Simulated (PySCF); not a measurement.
**Au⁶⁴⁺, Au⁶⁵⁺, Au⁶⁶⁺: ionisation energies in even-tempered 17s12p4d4f**

Wanted: the ionisation energy of gold, up a ladder of methods.

Method: unrestricted determinants in a Gaussian basis, no spin-orbit coupling in the energies. Code: PySCF 2.14.0.

## Step 1: Starting point

| Item | Value |
| --- | --- |
| Element | gold (Z = 79) |
| Basis | an uncontracted even-tempered set (17 s from 19 bohr⁻², ratio 2.5; 12 p from 25 bohr⁻², ratio 2.5; 4 d from 95 bohr⁻², ratio 2.7; 4 f from 140 bohr⁻², ratio 2.7) |
| Hamiltonian | the spin-free X2C one-electron Hamiltonian (Gaussian nucleus) |
| State 1 | Au⁶⁴⁺: [Ne] 3s2 3p3, high-spin 4S determinant |
| State 2 | Au⁶⁵⁺: [Ne] 3s2 3p2, high-spin 3P determinant |
| State 3 | Au⁶⁶⁺: [Ne] 3s2 3p1, 2P determinant |
| Needed too, but not shown | Au⁶⁷⁺ [Ne] 3s2 (1S) |
| Methods | CCSD(T) |
| Core shells frozen in the correlated runs | outer shells: 1s2 (for Au⁶⁴⁺) |

The outer shells:

Au64+ [Ne] 3s2 3p3
```
[Ne] core
3s [↑↓]
3p [↑ ][↑ ][↑ ]
```

Au65+ [Ne] 3s2 3p2
```
[Ne] core
3s [↑↓]
3p [↑ ][↑ ][  ]
```

Au66+ [Ne] 3s2 3p1
```
[Ne] core
3s [↑↓]
3p [↑ ][  ][  ]
```

One driver process ran all states and methods and kept the integrals in memory. Each run is shown as a PySCF script that sums up its settings (the driver passes frozen orbitals as a list and adds second-order terms of double hybrids); the logs are those of the runs themselves. The driver starts from symmetry-adapted Hartree-Fock orbitals, holds the occupation by maximum overlap and uses a logarithmic radial grid for functionals, so a plain start would take other cycles.

The integrals over 101 functions and the set-up took 0.2 s of CPU time.

## Step 2: Au⁶⁴⁺: CCSD(T) (outer shells)

#### CCSD(T) (outer shells)

The input, input.py:

```python
from pyscf import gto, scf, dft, mp, cc
mol = gto.M(atom="Au 0 0 0", charge=64, spin=3, symmetry="D2h",
            basis=gto.etbs([(0, 17, 19, 2.5), (1, 12, 25, 2.5), (2, 4, 95, 2.7), (3, 4, 140, 2.7)]),
            nucmod="G")
mf = scf.UHF(mol).sfx2c1e()
mf.irrep_nelec = {'Ag': (3, 3), 'B1u': (2, 1), 'B2u': (2, 1), 'B3u': (2, 1)}
mf.kernel()
mycc = cc.CCSD(mf, frozen=1).run()
mycc.ccsd_t()
```

## Step 3: Au⁶⁵⁺: CCSD(T) (outer shells)

#### CCSD(T) (outer shells)

The input, input.py:

```python
from pyscf import gto, scf, dft, mp, cc
mol = gto.M(atom="Au 0 0 0", charge=65, spin=2, symmetry="D2h",
            basis=gto.etbs([(0, 17, 19, 2.5), (1, 12, 25, 2.5), (2, 4, 95, 2.7), (3, 4, 140, 2.7)]),
            nucmod="G")
mf = scf.UHF(mol).sfx2c1e()
mf.irrep_nelec = {'Ag': (3, 3), 'B1u': (2, 1), 'B2u': (2, 1), 'B3u': (1, 1)}
mf.kernel()
mycc = cc.CCSD(mf, frozen=1).run()
mycc.ccsd_t()
```

## Step 4: Au⁶⁶⁺: CCSD(T) (outer shells)

#### CCSD(T) (outer shells)

The input, input.py:

```python
from pyscf import gto, scf, dft, mp, cc
mol = gto.M(atom="Au 0 0 0", charge=66, spin=1, symmetry="D2h",
            basis=gto.etbs([(0, 17, 19, 2.5), (1, 12, 25, 2.5), (2, 4, 95, 2.7), (3, 4, 140, 2.7)]),
            nucmod="G")
mf = scf.UHF(mol).sfx2c1e()
mf.irrep_nelec = {'Ag': (3, 3), 'B1u': (1, 1), 'B2u': (2, 1), 'B3u': (1, 1)}
mf.kernel()
mycc = cc.CCSD(mf, frozen=1).run()
mycc.ccsd_t()
```

What does the calculation give?

**Answer**, as computed:

| quantity | value |
| --- | --- |
| ionisation energy, Au⁶⁴⁺ | UHF 7304.2, CCSD(T) (outer shells) 7304.8 eV; reference 7130 ± 24 |
| ionisation energy, Au⁶⁵⁺ | UHF 7435.0, CCSD(T) (outer shells) 7435.7 eV; reference 7760 ± 30 |
| ionisation energy, Au⁶⁶⁺ | UHF 7566.8, CCSD(T) (outer shells) 7567.5 eV; reference 7910 ± 40 |

Accuracy by level (over 3 differences):

```tsv
method	mean absolute miss against CCSD(T) (outer shells) (eV)
UHF	0.679
MP2 (outer shells)	0.035
SCS-MP2 (outer shells)	0.191
CCSD (outer shells)	0.001
CCSD(T) (outer shells)	0.000
```

**Reading.** For the first difference the methods span 0.685 eV, from UHF (7304.2) to MP2 (outer shells) (7304.9). The reference is uncertain or not like for like (spin-orbit coupling or other relativistic terms), so no ranking of close methods is drawn. All values hold for this basis alone; no basis-set limit was taken.
